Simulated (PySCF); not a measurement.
# C4H4BrF: circular dichroism and optical rotation, excited states, first hyperpolarisability

Wanted: circular dichroism and optical rotation, excited states, first hyperpolarisability for C4H4BrF (`CC=C=C(F)Br`).

Programs: PySCF 2.14.0, with routines of our own; each step states its level. All values are computed. Atoms count from 0.

## 1. The starting structure

10 atoms, charge 0, multiplicity 1; geometry from: GFN2-xTB.

## 2. Geometry optimisation at PBE0-D3(BJ)/def2-TZVP

The job: settings as JSON, then the geometry in Å.

```
{"job": {"xc": "PBE0", "basis": "def2-TZVP", "d3": "d3bj", "grid": 2, "kind": "geom"}, "charge": 0, "multiplicity": 1}
C     -1.586800    -0.441649    -0.001122
C     -0.519906     0.586301     0.179050
C      0.755414     0.341949     0.133956
C      2.016946     0.080577     0.023882
F      2.819038    -0.270001     1.036983
Br     2.978319     0.177864    -1.630963
H     -1.161112    -1.423985    -0.184314
H     -2.220967    -0.162869    -0.841412
H     -2.212025    -0.480745     0.889572
H     -0.860025     1.597212     0.371840
```

Started as:

```console
$ OMP_NUM_THREADS=1 python excited_run.py task.json out
```

This one command runs all jobs of the session in turn.

Output:

```text
step   0  E = -2828.28141915  max force = 0.010869
step   1  E = -2828.28145543  max force = 0.007440
step   2  E = -2828.28167935  max force = 0.007141
step   3  E = -2828.28198971  max force = 0.003232
step   4  E = -2828.28206538  max force = 0.001481
step   5  E = -2828.28209963  max force = 0.001160
step   6  E = -2828.28210230  max force = 0.000873
step   7  E = -2828.28210567  max force = 0.000337
optimisation converged
```

It took 2.2 min on 1 thread of Arm Neoverse V1, shared host; peak memory 0.93 GiB.

Step by step:

| step | energy from step 0 (eV) | largest force component (eV/Å) |
| --- | --- | --- |
| 0 | 0.0000 | 0.5589 |
| 1 | -0.0010 | 0.3826 |
| 2 | -0.0071 | 0.3672 |
| 3 | -0.0155 | 0.1662 |
| 4 | -0.0176 | 0.0762 |
| 5 | -0.0185 | 0.0596 |
| 6 | -0.0186 | 0.0449 |
| 7 | -0.0187 | 0.0173 |

Distances of close pairs at the start and the end, largest changes first:

| bond | before (Å) | after (Å) | change (Å) |
| --- | --- | --- | --- |
| C3–Br5 | 1.916 | 1.880 | -0.037 |
| C3–F4 | 1.339 | 1.332 | -0.007 |
| C1–H9 | 1.084 | 1.090 | +0.006 |
| C0–H7 | 1.089 | 1.094 | +0.005 |
| C0–H8 | 1.089 | 1.094 | +0.005 |
| C1–C2 | 1.299 | 1.302 | +0.003 |
| C0–H6 | 1.086 | 1.089 | +0.003 |
| C2–C3 | 1.293 | 1.294 | +0.001 |

The next job starts from the end point, and lists it.

| at the end point | value |
| --- | --- |
| point group (found at 0.08 Å tolerance) | C1 |
| rotational constants (GHz, main isotopes) | 4.329, 1.102, 0.921 |
| dipole moment (D) | 2.65 |

## 3. Circular dichroism and optical rotation: TDDFT CAM-B3LYP/def2-TZVPD

The job: settings as JSON, then the geometry in Å.

```
{"job": {"kind": "ecd", "xc": "CAM-B3LYP", "basis": "def2-TZVPD", "nstates": 12}, "charge": 0, "multiplicity": 1}
C     -1.590467    -0.443166    -0.085746
C     -0.523343     0.575726     0.142359
C      0.755545     0.329672     0.154797
C      2.026643     0.090292     0.125158
F      2.747141    -0.247714     1.193261
Br     3.074135     0.180805    -1.432923
H     -1.168734    -1.434098    -0.247476
H     -2.193590    -0.168157    -0.955972
H     -2.267488    -0.481891     0.772444
H     -0.850772     1.601385     0.313666
```

Method: TDDFT CAM-B3LYP/def2-TZVPD circular dichroism and optical rotation, one conformer, gas phase.

Output:

```text
coarse grid: 43240 points
cycle   1  E = -2828.7974516675  dE = -9.035e-02  |g| = 6.521e-01  |ddm| = 5.006e+00
cycle   2  E = -2828.7616921087  dE =  3.576e-02  |g| = 8.098e-01  |ddm| = 4.244e+00
cycle   3  E = -2828.8713277048  dE = -1.096e-01  |g| = 8.354e-02  |ddm| = 1.865e+00
cycle   4  E = -2828.8723577457  dE = -1.030e-03  |g| = 3.552e-02  |ddm| = 2.224e-01
cycle   5  E = -2828.8726165870  dE = -2.588e-04  |g| = 1.338e-02  |ddm| = 9.362e-02
cycle   6  E = -2828.8726560410  dE = -3.945e-05  |g| = 2.509e-03  |ddm| = 4.165e-02
cycle   7  E = -2828.8726579341  dE = -1.893e-06  |g| = 8.169e-04  |ddm| = 7.937e-03
final grid: 91000 points
cycle   8  E = -2828.8726962593  dE = -1.057e-07  |g| = 9.347e-04  |ddm| = 1.311e-02
cycle   9  E = -2828.8726961534  dE =  1.059e-07  |g| = 1.202e-03  |ddm| = 3.424e-03
cycle  10  E = -2828.8726964437  dE = -2.903e-07  |g| = 1.108e-04  |ddm| = 2.411e-03
cycle  11  E = -2828.8726964466  dE = -2.911e-09  |g| = 2.583e-05  |ddm| = 1.908e-04
cycle  12  E = -2828.8726964471  dE = -4.857e-10  |g| = 1.510e-05  |ddm| = 2.038e-04
converged SCF energy = -2828.8726964471

Singlet excitations and rotatory strengths (1e-40 esu^2 cm^2)
state   eV       nm     f(len)   f(vel)    R(len)    R(vel)   main configurations
  1   4.5376   273.2  0.00032  0.00033     1.568     1.602   H->L 0.93
  2   6.1415   201.9  0.00011  0.00014     1.455     1.452   H->L+2 0.33, H->L+7 0.25, H->L+1 0.11
  3   6.1723   200.9  0.04331  0.04322    30.443    30.163   H-1->L 0.66, H-2->L 0.12
  4   6.4386   192.6  0.00056  0.00058    -7.053    -6.945   H-1->L+1 0.42, H-1->L+5 0.26, H-1->L+2 0.14
  5   6.5305   189.9  0.09963  0.09930   -73.585   -72.433   H->L+1 0.66, H->L+6 0.09
  6   6.8462   181.1  0.01595  0.01619    10.779    10.173   H-2->L 0.30, H->L+2 0.20, H->L+5 0.16
  7   7.1168   174.2  0.69123  0.68893   148.803   148.268   H-2->L 0.28, H-1->L 0.18, H->L+2 0.14
  8   7.3385   169.0  0.00053  0.00048     5.299     5.073   H-3->L 0.70
  9   7.3908   167.8  0.16142  0.16281   -27.656   -26.854   H-1->L+1 0.36, H-1->L+5 0.13, H-1->L+2 0.10
 10   7.4629   166.1  0.04485  0.04392    23.194    23.361   H->L+3 0.50, H->L+5 0.09, H->L+7 0.09
 11   7.6525   162.0  0.01760  0.01872   -14.005   -14.333   H->L+4 0.76
 12   7.7084   160.8  0.01493  0.01553    -5.456    -5.490   H-1->L+2 0.24, H-1->L+3 0.12, H->L+5 0.10

Specific rotation (deg / (dm g/mL))
    nm     length   length(OI)   velocity    alpha(len)  alpha(vel)
  633.0     150.72     150.97     152.90       80.202     80.186
  589.3     178.11     178.42     180.68       80.663     80.647
  546.0     213.84     214.21     216.91       81.246     81.230
  436.0     381.47     382.17     386.90       83.734     83.719
  405.0     470.11     470.99     476.77       84.910     84.895
  365.0     648.14     649.39     657.28       87.026     87.012
  355.0     711.43     712.82     721.46       87.707     87.693
```

It took 2 min on 1 thread of Arm Neoverse V1, shared host; peak memory 1.2 GiB.

## 4. Excited states: TDA CAM-B3LYP/def2-TZVPD

Settings changed since step 3:

```diff
@@ -1,2 +1,2 @@
-{"job": {"kind": "ecd", "xc": "CAM-B3LYP", "basis": "def2-TZVPD", "nstates": 12}, "charge": 0, "multiplicity": 1}
+{"job": {"kind": "states", "xc": "CAM-B3LYP", "basis": "def2-TZVPD", "tda": true, "soc": true, "nstates": 6, "ntriplets": 5, "nquad": 4}, "charge": 0, "multiplicity": 1}
 C     -1.590467    -0.443166    -0.085746
```

With the program's defaults for keys left out, this is: TDA CAM-B3LYP/def2-TZVPD excited states, vertical, gas phase, spin-orbit mean-field couplings.

Output:

```text
coarse grid: 43240 points
cycle   1  E = -2828.7974516675  dE = -9.035e-02  |g| = 6.521e-01  |ddm| = 5.006e+00
cycle   2  E = -2828.7616921087  dE =  3.576e-02  |g| = 8.098e-01  |ddm| = 4.244e+00
cycle   3  E = -2828.8713277048  dE = -1.096e-01  |g| = 8.354e-02  |ddm| = 1.865e+00
cycle   4  E = -2828.8723577457  dE = -1.030e-03  |g| = 3.552e-02  |ddm| = 2.224e-01
cycle   5  E = -2828.8726165870  dE = -2.588e-04  |g| = 1.338e-02  |ddm| = 9.362e-02
cycle   6  E = -2828.8726560410  dE = -3.945e-05  |g| = 2.509e-03  |ddm| = 4.165e-02
cycle   7  E = -2828.8726579341  dE = -1.893e-06  |g| = 8.169e-04  |ddm| = 7.937e-03
final grid: 91000 points
cycle   8  E = -2828.8726962593  dE = -1.057e-07  |g| = 9.347e-04  |ddm| = 1.311e-02
cycle   9  E = -2828.8726961534  dE =  1.059e-07  |g| = 1.202e-03  |ddm| = 3.424e-03
cycle  10  E = -2828.8726964437  dE = -2.903e-07  |g| = 1.108e-04  |ddm| = 2.411e-03
cycle  11  E = -2828.8726964466  dE = -2.911e-09  |g| = 2.583e-05  |ddm| = 1.908e-04
cycle  12  E = -2828.8726964471  dE = -4.857e-10  |g| = 1.510e-05  |ddm| = 2.038e-04
converged SCF energy = -2828.8726964471

Singlet excitations
state   eV       nm        f     d(h-e)  d(exc)  Lambda  PR(NTO)  |dmu|/D   mu/D   main configurations
  1   4.5722   271.2   0.00023   0.561   2.816   0.553   1.023    1.340    1.425   H->L 0.93
  2   6.1861   200.4   0.00017   0.622   2.961   0.438   1.231    2.759    5.104   H->L+2 0.34, H->L+7 0.24, H->L+1 0.12
  3   6.2893   197.1   0.03301   0.370   3.060   0.644   1.291    0.981    1.781   H-1->L 0.57, H-2->L 0.19
  4   6.4627   191.8   0.00130   0.321   2.873   0.384   1.076    0.302    2.939   H-1->L+1 0.42, H-1->L+5 0.25, H-1->L+2 0.13
  5   6.5635   188.9   0.06732   0.985   3.677   0.426   1.188                     H->L+1 0.61, H->L+6 0.10
  6   6.9984   177.2   0.04987   0.479   3.380   0.477   1.966                     H->L+2 0.26, H-2->L 0.22, H->L+3 0.18

Triplet excitations (Tamm-Dancoff)
state   eV     d(h-e)  d(exc)  Lambda  PR(NTO)   main configurations
  1   4.1597   0.499   2.771   0.551   1.035   H->L 0.93
  2   4.1743   0.109   2.397   0.655   1.151   H-1->L 0.69
  3   4.5629   0.242   2.385   0.509   1.141   H->L+5 0.32, H->L+1 0.21, H->L+8 0.13
  4   5.6273   0.267   2.625   0.438   1.397   H->L+7 0.28, H->L+2 0.26, H-3->L 0.15
  5   5.8100   0.467   2.484   0.559   1.130   H-2->L 0.55, H-1->L 0.10, H-1->L+7 0.09
S1 - T1 = 0.4125 eV

Spin-orbit couplings |<S|Hso|T>| (cm-1)
             T1       T2       T3       T4       T5
S0      424.516  133.425   59.931  618.243  946.115
S1        5.567  172.535   72.725   86.593  477.149
S2       82.384   86.249   90.179    5.387  644.960
S3      489.055   95.644   16.019  526.105   75.287
S4       84.305   72.383  129.860   98.844   36.163
S5      139.748   44.152   21.624  157.073  177.281
S6      222.228   86.828   20.764  280.916  142.896
T1 sublevels (cm-1): 0.000 8.221 103.699   radiative rates (1/s): 42 2.58e+04 2.46e+04
```

Wall time 57 s (1 thread of Arm Neoverse V1, shared host); peak memory 1.2 GiB.

Key values:

| quantity | value |
| --- | --- |
| S1 less T1 | 0.41 eV |

## 5. Excited states: TDDFT CAM-B3LYP/def2-TZVPD

Settings changed since step 4:

```diff
@@ -1,2 +1,2 @@
-{"job": {"kind": "states", "xc": "CAM-B3LYP", "basis": "def2-TZVPD", "tda": true, "soc": true, "nstates": 6, "ntriplets": 5, "nquad": 4}, "charge": 0, "multiplicity": 1}
+{"job": {"kind": "states", "xc": "CAM-B3LYP", "basis": "def2-TZVPD", "tpa": true, "nstates": 8, "nquad": 6, "ntriplets": 0}, "charge": 0, "multiplicity": 1}
 C     -1.590467    -0.443166    -0.085746
```

With the program's defaults for keys left out, this is: TDDFT CAM-B3LYP/def2-TZVPD excited states, vertical, gas phase, two-photon moments by quadratic response.

Output:

```text
coarse grid: 43240 points
cycle   1  E = -2828.7974516675  dE = -9.035e-02  |g| = 6.521e-01  |ddm| = 5.006e+00
cycle   2  E = -2828.7616921087  dE =  3.576e-02  |g| = 8.098e-01  |ddm| = 4.244e+00
cycle   3  E = -2828.8713277048  dE = -1.096e-01  |g| = 8.354e-02  |ddm| = 1.865e+00
cycle   4  E = -2828.8723577457  dE = -1.030e-03  |g| = 3.552e-02  |ddm| = 2.224e-01
cycle   5  E = -2828.8726165870  dE = -2.588e-04  |g| = 1.338e-02  |ddm| = 9.362e-02
cycle   6  E = -2828.8726560410  dE = -3.945e-05  |g| = 2.509e-03  |ddm| = 4.165e-02
cycle   7  E = -2828.8726579341  dE = -1.893e-06  |g| = 8.169e-04  |ddm| = 7.937e-03
final grid: 91000 points
cycle   8  E = -2828.8726962593  dE = -1.057e-07  |g| = 9.347e-04  |ddm| = 1.311e-02
cycle   9  E = -2828.8726961534  dE =  1.059e-07  |g| = 1.202e-03  |ddm| = 3.424e-03
cycle  10  E = -2828.8726964437  dE = -2.903e-07  |g| = 1.108e-04  |ddm| = 2.411e-03
cycle  11  E = -2828.8726964466  dE = -2.911e-09  |g| = 2.583e-05  |ddm| = 1.908e-04
cycle  12  E = -2828.8726964471  dE = -4.857e-10  |g| = 1.510e-05  |ddm| = 2.038e-04
converged SCF energy = -2828.8726964471

Singlet excitations
state   eV       nm        f     d(h-e)  d(exc)  Lambda  PR(NTO)  |dmu|/D   mu/D   delta(TPA)   sigma/GM   main configurations
  1   4.5378   273.2   0.00032   0.551   2.815   0.552   1.032    1.322    1.445        0.15      0.001   H->L 0.93
  2   6.1423   201.9   0.00011   0.584   2.940   0.439   1.252    2.587    4.947       13.90      0.192   H->L+2 0.33, H->L+7 0.24, H->L+1 0.11
  3   6.1728   200.9   0.04328   0.265   3.073   0.654   1.376    0.721    2.038       39.64      0.553   H-1->L 0.66, H-2->L 0.12
  4   6.4387   192.6   0.00056   0.337   2.870   0.381   1.047    0.349    3.002        0.94      0.014   H-1->L+1 0.42, H-1->L+5 0.26, H-1->L+2 0.14
  5   6.5307   189.8   0.09966   1.085   3.680   0.430   1.252    3.220    0.873      104.69      1.636   H->L+1 0.66, H->L+6 0.09
  6   6.8467   181.1   0.01612   0.440   3.135   0.495   2.235    1.720    3.473       52.74      0.906   H-2->L 0.30, H->L+2 0.20, H->L+5 0.16
  7   7.1173   174.2   0.69085   0.338   3.279   0.518   2.393                                            H-2->L 0.28, H-1->L 0.18, H->L+2 0.14
  8   7.3392   168.9   0.00056   0.562   3.318   0.476   1.578                                            H-3->L 0.70
```

Wall time 72 s (1 thread of Arm Neoverse V1, shared host); peak memory 1.2 GiB.

## 6. First hyperpolarisability: quadratic response CAM-B3LYP/def2-TZVPD

Settings changed since step 5:

```diff
@@ -1,2 +1,2 @@
-{"job": {"kind": "states", "xc": "CAM-B3LYP", "basis": "def2-TZVPD", "tpa": true, "nstates": 8, "nquad": 6, "ntriplets": 0}, "charge": 0, "multiplicity": 1}
+{"job": {"kind": "beta", "xc": "CAM-B3LYP", "basis": "def2-TZVPD"}, "charge": 0, "multiplicity": 1}
 C     -1.590467    -0.443166    -0.085746
```

With the program's defaults for keys left out, this is: quadratic response CAM-B3LYP/def2-TZVPD first hyperpolarisability, Taylor convention, gas phase.

Output:

```text
coarse grid: 43240 points
cycle   1  E = -2828.7974516675  dE = -9.035e-02  |g| = 6.521e-01  |ddm| = 5.006e+00
cycle   2  E = -2828.7616921087  dE =  3.576e-02  |g| = 8.098e-01  |ddm| = 4.244e+00
cycle   3  E = -2828.8713277048  dE = -1.096e-01  |g| = 8.354e-02  |ddm| = 1.865e+00
cycle   4  E = -2828.8723577457  dE = -1.030e-03  |g| = 3.552e-02  |ddm| = 2.224e-01
cycle   5  E = -2828.8726165870  dE = -2.588e-04  |g| = 1.338e-02  |ddm| = 9.362e-02
cycle   6  E = -2828.8726560410  dE = -3.945e-05  |g| = 2.509e-03  |ddm| = 4.165e-02
cycle   7  E = -2828.8726579341  dE = -1.893e-06  |g| = 8.169e-04  |ddm| = 7.937e-03
final grid: 91000 points
cycle   8  E = -2828.8726962593  dE = -1.057e-07  |g| = 9.347e-04  |ddm| = 1.311e-02
cycle   9  E = -2828.8726961534  dE =  1.059e-07  |g| = 1.202e-03  |ddm| = 3.424e-03
cycle  10  E = -2828.8726964437  dE = -2.903e-07  |g| = 1.108e-04  |ddm| = 2.411e-03
cycle  11  E = -2828.8726964466  dE = -2.911e-09  |g| = 2.583e-05  |ddm| = 1.908e-04
cycle  12  E = -2828.8726964471  dE = -4.857e-10  |g| = 1.510e-05  |ddm| = 2.038e-04
converged SCF energy = -2828.8726964471

Lowest singlets (eV, f): 4.5378 0.0003  6.1423 0.0001  6.1728 0.0433

First hyperpolarisability (au)
process     nm      |vector|   parallel      HRS      DR
static         -      109.55     -12.81      44.86   5.193
shg       1907.0      112.14     -13.28      46.01   5.195
eope      1907.0      110.40     -12.96          -       -
shg       1064.0      118.36     -14.48      48.81   5.196
eope      1064.0      112.33     -13.31          -       -
```

Run time: 53 s. Hardware: 1 thread of Arm Neoverse V1, shared host; peak memory 1.2 GiB.

## 7. Circular dichroism and optical rotation: TDDFT CAM-B3LYP/def2-TZVPD in chloroform

Settings changed since step 6:

```diff
@@ -1,2 +1,2 @@
-{"job": {"kind": "beta", "xc": "CAM-B3LYP", "basis": "def2-TZVPD"}, "charge": 0, "multiplicity": 1}
+{"job": {"kind": "ecd", "xc": "CAM-B3LYP", "basis": "def2-TZVPD", "nstates": 12, "solvent": "chloroform"}, "charge": 0, "multiplicity": 1}
 C     -1.590467    -0.443166    -0.085746
```

With the program's defaults for keys left out, this is: TDDFT CAM-B3LYP/def2-TZVPD circular dichroism and optical rotation, one conformer, IEF-PCM chloroform (non-equilibrium linear response, no local-field factor).

Output:

```text
coarse grid: 43240 points
cycle   1  E = -2828.8012718677  dE = -9.397e-02  |g| = 6.481e-01  |ddm| = 4.987e+00
cycle   2  E = -2828.7694281270  dE =  3.184e-02  |g| = 7.930e-01  |ddm| = 3.770e+00
cycle   3  E = -2828.8747141175  dE = -1.053e-01  |g| = 7.599e-02  |ddm| = 1.578e+00
cycle   4  E = -2828.8755463026  dE = -8.322e-04  |g| = 3.121e-02  |ddm| = 2.988e-01
cycle   5  E = -2828.8757348055  dE = -1.885e-04  |g| = 1.065e-02  |ddm| = 7.637e-02
cycle   6  E = -2828.8757608521  dE = -2.605e-05  |g| = 2.298e-03  |ddm| = 1.884e-02
cycle   7  E = -2828.8757625904  dE = -1.738e-06  |g| = 7.622e-04  |ddm| = 7.259e-03
final grid: 91000 points
cycle   8  E = -2828.8758012059  dE = -1.225e-07  |g| = 7.183e-04  |ddm| = 1.204e-02
cycle   9  E = -2828.8758011762  dE =  2.965e-08  |g| = 8.474e-04  |ddm| = 2.526e-03
cycle  10  E = -2828.8758013363  dE = -1.600e-07  |g| = 7.681e-05  |ddm| = 1.362e-03
cycle  11  E = -2828.8758013378  dE = -1.518e-09  |g| = 3.141e-05  |ddm| = 1.656e-04
cycle  12  E = -2828.8758013383  dE = -4.852e-10  |g| = 1.235e-05  |ddm| = 1.508e-04
converged SCF energy = -2828.8758013383

Singlet excitations and rotatory strengths (1e-40 esu^2 cm^2)
state   eV       nm     f(len)   f(vel)    R(len)    R(vel)   main configurations
  1   4.5934   269.9  0.00036  0.00038     1.708     1.725   H->L 0.93
  2   6.1255   202.4  0.00038  0.00039     6.834     6.804   H->L+1 0.32, H->L+6 0.27, H->L+2 0.15
  3   6.1864   200.4  0.14251  0.14207    46.544    46.282   H-1->L 0.76, H-2->L 0.09
  4   6.4209   193.1  0.00330  0.00332   -19.583   -19.456   H-1->L+2 0.38, H-1->L+5 0.24, H-1->L+1 0.19
  5   6.5415   189.5  0.14627  0.14575  -106.563  -105.313   H->L+1 0.53, H->L+6 0.12, H->L+2 0.10
  6   6.8363   181.4  0.19746  0.19790    72.710    71.941   H->L+2 0.34, H->L+3 0.19, H-2->L 0.17
  7   6.9500   178.4  0.77557  0.77290   105.692   105.374   H-2->L 0.46, H-1->L 0.15, H->L+2 0.10
  8   7.3353   169.0  0.12565  0.12678   -23.508   -23.287   H-1->L+1 0.56, H-1->L+3 0.13, H-1->L+5 0.12
  9   7.4136   167.2  0.00352  0.00355     0.748     0.836   H-3->L 0.70
 10   7.5013   165.3  0.02355  0.02339    21.719    22.060   H->L+3 0.53, H->L+6 0.13, H->L+5 0.12
 11   7.6097   162.9  0.01497  0.01599    -9.511    -9.698   H->L+4 0.79
 12   7.7147   160.7  0.09178  0.09217   -13.989   -13.626   H-1->L+2 0.22, H-1->L+3 0.20, H-1->L+6 0.17

Specific rotation (deg / (dm g/mL))
    nm     length   length(OI)   velocity    alpha(len)  alpha(vel)
  633.0     166.41     166.70     168.52       91.159     91.146
  589.3     197.12     197.46     199.61       91.760     91.747
  546.0     237.35     237.77     240.33       92.521     92.509
  436.0     428.52     429.31     433.75       95.800     95.787
  405.0     530.85     531.85     537.26       97.363     97.351
  365.0     737.90     739.34     746.64      100.202    100.190
  355.0     811.71     813.32     821.27      101.122    101.110
```

Wall time 2.1 min (1 thread of Arm Neoverse V1, shared host); peak memory 1.2 GiB.

## 8. Summary of results

| quantity | value |
| --- | --- |
| point group | C1 |
| rotational constants (main isotopes) | 4.33, 1.10, 0.92 GHz |
| state of largest rotatory strength (velocity form) among 12 (step 3, TDDFT CAM-B3LYP/def2-TZVPD) | 7.12 eV, R = +148.3 (velocity), +148.8 (length) ·10⁻⁴⁰ esu² cm² |
| specific rotation at 633.0 nm (step 3, TDDFT CAM-B3LYP/def2-TZVPD) | 152.9 (velocity), 150.7 (length) |
| S1 less T1 (step 4, TDA CAM-B3LYP/def2-TZVPD) | 0.41 eV |
| β vector (step 6, quadratic response CAM-B3LYP/def2-TZVPD) | static 110, SHG 1907.0 nm 112, SHG 1064.0 nm 118 au |
| state of largest rotatory strength (velocity form) among 12 (step 7, TDDFT CAM-B3LYP/def2-TZVPD in chloroform) | 6.95 eV, R = +105.4 (velocity), +105.7 (length) ·10⁻⁴⁰ esu² cm² |
| specific rotation at 633.0 nm (step 7, TDDFT CAM-B3LYP/def2-TZVPD in chloroform) | 168.5 (velocity), 166.4 (length) |

In words: The optimisation took 7 steps and gained 0.019 eV; among the close pairs (by a distance rule), C3–Br5 changed most, from 1.916 to 1.880 Å. Steps that list no spin-orbit terms leave them out, which matters at and beside the heavy atoms. Rotations belong to one conformer and to the handedness of the start. Scalar relativity is left out for the heavy atoms. In step 4 the lowest triplet is strongly mixed with the next, so its label is unsure. In step 4, the number of triplets below S1 is 3, and the largest singlet-triplet spin-orbit coupling is S0–T5, 946.12 cm⁻¹. β grows from 110 au (static) to 118 au for doubling at 1064.0 nm: normal dispersion, which grows as twice the photon energy moves toward the bright states.
